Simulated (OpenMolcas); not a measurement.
# Ir⁶⁺ among point charges: CASSCF and CASPT2 levels and susceptibility

Aim: the splitting of the states of Ir⁶⁺ in the field of 6 point charges, its lowest levels with spin-orbit coupling and its magnetic susceptibility.

Program: OpenMolcas 26.06. Level of theory: state-averaged CASSCF and CASPT2, spin-orbit coupling by RASSI with atomic mean-field integrals. These are calculated values, not measurements, unless marked.

## Step 1: The system

```
Species                           : Ir⁶⁺ (iridium, Z = 77, 71 electrons)
Basis                             : ANO-RCC-VTZP [8s7p5d3f1g], 84 functions
Scalar Hamiltonian                : DKH2, point nucleus
Inactive shells                   : 1s 2s 2p 3s 3p 3d 4s 4p 4d 4f 5s 5p
Active space                      : 3 electrons in 5 orbitals (5d)
Some configurations of this space : 5d³
Orbitals                          : optimised for each spin and parity, averaged over all roots
```

The outer shells:

5d3
```
5d [↑ ][↑ ][↑ ][  ][  ]
```

The ion sits among 6 point charges of -1.2 e arranged as a tetragonal octahedron (D4h), 1.93 Å from the ion, with the axial distance 1.776 Å.

The work runs as a chain of OpenMolcas steps in one folder; each step below is one input file. Labels, J, g values, rates, χT and fits are worked out afterwards by a script from the matrices that RASSI stores. The input lists half of the charges; inversion (Group=XYZ) makes the rest.

## Step 2: GATEWAY and SEWARD: basis and integrals

The input, a.inp:

```
&GATEWAY
Coord
1

Ir 0.0 0.0 0.0
Basis=ANO-RCC-VTZP
Group=XYZ
NoMove
AngMom=0.0 0.0 0.0
AMFI
XField
3 Angstrom 0
1.930000 0.000000 0.000000 -1.200000
0.000000 1.930000 0.000000 -1.200000
0.000000 0.000000 1.775600 -1.200000
&SEWARD
```

## Step 3: Reference wave functions, quartets of even parity, 10 roots

The input, a.inp:

```
&RASSCF
FileOrb=start.orb
Symmetry=1
Spin=4
nActEl=3 0 0
Inactive=15 19
Ras2=5 0
CIRoot=10 10 1
SDav=10
CIMx=300
Iter=120 100
PrWF=0.3
OrbListing=Nothing
MaxOrb=0
>>> COPY $Project.JobIph JOB001
```

start.orb holds the contracted functions of the basis, ordered by shell, or the orbitals of the step before.

## Step 4: Reference wave functions, doublets of even parity, 40 roots

The input, a.inp:

```
&RASSCF
FileOrb=start.orb
Symmetry=1
Spin=2
nActEl=3 0 0
Inactive=15 19
Ras2=5 0
CIRoot=40 40 1
SDav=40
CIMx=300
Iter=120 100
PrWF=0.3
OrbListing=Nothing
MaxOrb=0
>>> COPY $Project.JobIph JOB002
```

## Step 5: RASSI: spin-orbit coupling between the states

The input, a.inp:

```
&RASSI
NrOfJobIphs=2 10 40
1 2 3 4 5 6 7 8 9 10
1 2 3 4 5 6 7 8 9 10 11 12 13 14 15 16 17 18 19 20 21 22 23 24 25 26 27
28 29 30 31 32 33 34 35 36 37 38 39 40
IphNames
JOB001
JOB002
EJob
SpinOrbit
DIPRint=1.0
SOCoupling=1000.0
Subsets=2
Property=9
'ANGMOM' 1 'ANGMOM' 2 'ANGMOM' 3 'MLTPL  1' 1 'MLTPL  1' 2 'MLTPL  1' 3
'AMFI' 1 'AMFI' 2 'AMFI' 3
SOProperty=3
'ANGMOM' 1 'ANGMOM' 2 'ANGMOM' 3
```

## Step 6: CASPT2: IPEA 0.25, imaginary shift 0.1 (closed shells correlated: 5s 5p)

The input, a.inp:

```
>>> COPY JOB001 $Project.JobIph
&CASPT2
Multistate=10 1 2 3 4 5 6 7 8 9 10
NoMult
Frozen=14 16
IPEA=0.25
Imaginary=0.1
MaxIter=60
WThr=0.0 0.3 0.05
PrWF=0.5
NoMix
>>> COPY JOB002 $Project.JobIph
&CASPT2
Multistate=40 1 2 3 4 5 6 7 8 9 10 11 12 13 14 15 16 17 18 19 20 21 22
23 24 25 26 27 28 29 30 31 32 33 34 35 36 37 38 39 40
NoMult
Frozen=14 16
IPEA=0.25
Imaginary=0.1
MaxIter=60
WThr=0.0 0.3 0.05
PrWF=0.5
NoMix
```

(Steps that only read results are left out.)

**Question.** What will these runs give? Wanted: spin-free ground state; first state of the same spin within the active space; lowest level; next level.

**Answer**, as computed:

| quantity | value |
| --- | --- |
| method | SS-CASPT2, IPEA 0.25, imaginary shift 0.1 (closed shells correlated: 5s 5p) |
| spin-free ground state | 4B1, 1-fold in its orbital part |
| first state of the same spin within the active space | 4B2 at 5140 cm⁻¹ |
| lowest level | 2-fold E1/2, g = 0.52, 1.15, 1.15 |
| next level | 931.8 cm⁻¹ |
| χT at 300 K | 0.11 cm³ K/mol |
| effective moment at 300 K | 0.95 μB |

Cost by method:

```
                                              method  time of its own steps  time with the reference
                                           A. CASSCF                   12 s                     12 s
B. SS-CASPT2, IPEA 0.25, imaginary shift 0.1, +5s 5p                  9.4 s                     22 s
```

Times are of one thread on a shared host.

In words: The spin-free ground state (4B1) comes to 100 % from free-ion F terms and keeps the highest spin of the shell. χT at 300 K is 0.11, against 1.88 cm³ K/mol for the spin alone, so spin-orbit coupling lowers it. The field of point charges can differ much from that of real complexes. Point charges carry no covalency, so the field is a model and not that of real ligands.
